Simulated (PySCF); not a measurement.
# C2H6Sn (SnMe2): the cost of one run

Programs: PySCF 2.14.0, with routines of our own; each step states its level. All values are computed. Atoms count from 0.

### Step 1. The starting structure

9 atoms, charge 0, multiplicity 1; geometry from: GFN2-xTB.

### Step 2. Relaxing the molecule at PBE0-D3(BJ)/def2-SVP

Job settings and geometry (Å):

```
{"job": {"xc": "PBE0", "basis": "def2-SVP", "d3": "d3bj", "grid": 1, "maxiter": 30, "shake": 0.03, "kind": "geom"}, "charge": 0, "multiplicity": 1}
Sn     0.065800    -0.059890    -1.557090
C      1.629820    -0.029230    -0.021830
H      1.513700    -0.919680     0.573450
H      1.657950     0.844770     0.645630
H      2.641010    -0.012000    -0.471790
C     -1.658410     0.028870    -0.030140
H     -1.562070     0.905950     0.593680
H     -1.499780    -0.820910     0.634030
H     -2.655290    -0.007320    -0.391590
```

Run with:

```bash
$ OMP_NUM_THREADS=1 python heavy_run.py task.json out
```

This one command runs all jobs of the session in turn.

Q: Estimate the wall time and peak memory of this first job on 1 thread of Arm Neoverse V1, shared host.

About 17 s, with a peak of 0.32 GiB.
